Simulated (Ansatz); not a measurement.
## CH6GeOSi, SMILES [SiH3][CH]1[O][GeH2]1: a geometry optimisation, step by step

Program: Ansatz 0.2.0 through its Python package.

`ch6geosi.xyz`
```text
10

Si    0.34130    1.27730    0.66000
C    -0.79820   -0.09030    0.08420
O    -0.51470   -1.24490    0.69700
Ge    0.19450   -1.34690   -1.03470
H    -0.23880    1.87020    1.88290
H     1.66370    0.85580    0.87330
H     0.33330    2.37000   -0.38130
H    -1.84590    0.05090   -0.08800
H    -0.72440   -2.41350   -1.71740
H     1.67230   -1.37980   -0.97310
```

Notebook, run cell by cell (the value of a cell's last expression is shown):

**Cell 1**
```python
import warnings

import ansatz as az
import numpy as np
```

**Cell 2**
```python
params = {
    "basis_set": "def2-SVP",
    "functional": "b3lyp",
}
```

**Cell 3**
```python
warnings.simplefilter("ignore", az.DeckWarning)
```

**Cell 4**
```python
mol = az.Crystal.molecule_from_extxyz("ch6geosi.xyz")

calc = mol.calculation()
calc = calc.basis(gaussian=params["basis_set"])
calc = calc.functional(params["functional"])
symbols = [site.symbol for site in mol.cartesian_sites]
start = np.array([site.position_ang for site in mol.cartesian_sites], dtype=float)
report = calc.relax(force_tolerance=0.005, max_steps=100).run(threads=1).report
end = np.array(report["positions_ang"])
```

**Cell 5**
```python
for key in ("converged", "free_energy_ev", "reference_energy_ev", "n_frozen", "n_occupied", "n_virtual"):
    print(f"{key:22s} {report[key]}")
```
Output:
```text
converged              True
free_energy_ev         -67565.81530944718
reference_energy_ev    -67565.81530944718
n_frozen               0
n_occupied             [33, 33]
n_virtual              [75, 75]
```

**Cell 6**
```python
print("bond        before    after (A)")
for i, j in [(0, 1), (0, 4), (0, 5), (0, 6), (1, 2), (1, 3), (1, 7), (2, 3), (3, 8), (3, 9)]:
    d0, d1 = (np.linalg.norm(xyz[i] - xyz[j]) for xyz in (start, end))
    print(f"{symbols[i]}{i}-{symbols[j]}{j}".ljust(10), f"{d0:8.4f} {d1:8.4f}")
```
Output:
```text
bond        before    after (A)
Si0-C1       1.8709   1.8898
Si0-H4       1.4777   1.4927
Si0-H5       1.4042   1.4913
Si0-H6       1.5094   1.4936
C1-O2        1.3375   1.4444
C1-Ge3       1.9536   1.9282
C1-H7        1.0711   1.1050
O2-Ge3       1.8741   1.8457
Ge3-H8       1.5646   1.5306
Ge3-H9       1.4794   1.5296
```

**Cell 7**
```python
charges = report["charge_distribution"]
dipole = np.array(charges["dipole_moment_e_ang"]) * 4.803205
print("dipole (D): {:.3f} {:.3f} {:.3f}, length {:.3f}".format(*dipole, np.linalg.norm(dipole)))
print("atom  Mulliken   Lowdin")
for symbol, m, l in zip(symbols, charges["mulliken_charges_e"], charges["lowdin_charges_e"]):
    print(f"{symbol:4s} {m:9.3f} {l:8.3f}")
with open("ch6geosi_opt.xyz", "w") as handle:
    handle.write(f"{len(symbols)}\nrelaxed CH6GeOSi\n")
    handle.writelines(f"{s:2s} {x:11.6f} {y:11.6f} {z:11.6f}\n" for s, (x, y, z) in zip(symbols, end))
```
Output:
```text
dipole (D): 0.349 -0.033 -2.311, length 2.338
atom  Mulliken   Lowdin
Si       0.448    0.346
C       -0.047   -0.142
O       -0.475   -0.032
Ge       0.410    0.157
H       -0.083   -0.082
H       -0.098   -0.080
H       -0.099   -0.085
H        0.051    0.000
H       -0.051   -0.042
H       -0.056   -0.041
```

`ch6geosi_opt.xyz`, as written:
```text
10
relaxed CH6GeOSi
Si    0.294652    1.408228    0.680022
C    -0.694240   -0.062405    0.023784
O    -0.528520   -1.300622    0.748849
Ge    0.130438   -1.498487   -0.963867
H    -0.198216    1.811582    2.030086
H     1.733091    1.029415    0.786894
H     0.153004    2.563521   -0.256041
H    -1.739708    0.147803   -0.265623
H    -0.716060   -2.466697   -1.793772
H     1.648659   -1.683539   -0.987433
```

Caveats:
- The settings weren't tested for convergence.
- The end point is the stationary point reached from this start; no frequency run checks that it is a minimum, and the basis set is modest.
- The Löwdin charges here are taken after orthogonalising the functions within each atom; they differ from plain Löwdin charges, and their signs can be unphysical.
- b3lyp holds the VWN-RPA fit, as in Gaussian; the form of ORCA and Turbomole is b3lyp5.
- Finished in 49 s on 1 thread of Intel(R) Xeon(R) 6975P-C (Granite Rapids), on a shared host, peak memory 0.33 GiB.

(Lines on the test bed's own set-up are left out of the output.)
